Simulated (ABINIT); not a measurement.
Crystal: NbTe.

```xyz
2
Lattice="3.7030 0.0000 0.0000 -1.8515 3.2069 0.0000 0.0000 0.0000 3.6942" Properties=species:S:1:pos:R:3 pbc="T T T"
Te    1.8515    1.0690    0.0000
Nb    0.0000    0.0000    1.8471
```

The cell comes from a database or a generator and needn't be the stable form of this composition.

Base run:

* Program: ABINIT 10.8.3 (patched build)
* Functional: PBE
* Potentials or basis: JTH PAW PBE v2.0
* Cutoff: 435 eV
* k mesh: 8 × 8 × 7
* Occupations: fermi-dirac, width 0.05 eV
* Spin: no spin polarisation

Its results: band gap on the k mesh none (metal or under the smearing width); pressure -0.1 GPa.

Question: The run is repeated on the same cell with these changes: functional from PBE to PBEsol; potentials or basis from JTH PAW PBE v2.0 to PseudoDojo NC SR PBEsol v0.4.1 standard; cutoff from 435 eV to 1116 eV; valence electrons from 19 to 29. What comes out?

Answer: Band gap on the k mesh none (metal or under the smearing width); pressure -4.9 GPa.
